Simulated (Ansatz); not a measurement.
# Ge (Germanium): the cost of one run

Method: DFT, PBE, plane-wave PAW, default files, scalar-relativistic, in Ansatz 0.2.0.

### Step 1. The starting structure

Symmetry: Fd-3m, No. 227, cubic system. The conventional cell has a = 5.657 Å, b = 5.657 Å, c = 5.657 Å, α = 90.00°, β = 90.00°, γ = 90.00°. Around Ge (site symmetry -43m) lie 4 Ge at 2.45 Å.

As a file:

```cif
data_structure
_symmetry_space_group_name_H-M 'Fd-3m:1'
_symmetry_Int_Tables_number 227
_cell_length_a 5.6574
_cell_length_b 5.6574
_cell_length_c 5.6574
_cell_angle_alpha 90.000
_cell_angle_beta 90.000
_cell_angle_gamma 90.000
_cell_volume 181.07
loop_
_atom_site_label
_atom_site_type_symbol
_atom_site_symmetry_multiplicity
_atom_site_Wyckoff_symbol
_atom_site_fract_x
_atom_site_fract_y
_atom_site_fract_z
_atom_site_occupancy
Ge1 Ge 8 b 0.00000 0.00000 0.50000 1
```

### Step 2. Gradients at the starting positions

input.yaml reads:

```yaml
crystal:
  lattice:
    - [0.0, 2.828675, 2.828675]
    - [2.828675, 0.0, 2.828675]
    - [2.828675, 2.828675, 0.0]
  atoms:
    - { symbol: Ge, position: [0.0, 0.0, 0.0] }
    - { symbol: Ge, position: [0.25, 0.25, 0.25] }
kpoints:
  mp_grid: { grid: [13, 13, 13] }
scf:
  occupations: { method: fermi_dirac, width: 0.02 }
hamiltonian:
  xc: pbe
  pseudopotentials: { kind: paw }
output:
  forces: true
  stress: true
  populations: true
  efg: { quadrupole_moments_barn: { Ge: -0.196 }, contact_densities: true }
```

Started as:

```bash
> ansatz run input.yaml --threads 1 --pin off --max-ram 3072MiB --backend cpu --events-out ev --progress --plain --runs-dir out
```

What time and memory should one allow on 1 thread of Intel Xeon 6975P-C (Granite Rapids), shared host?

About 3 s, with a peak of 0.41 GiB.
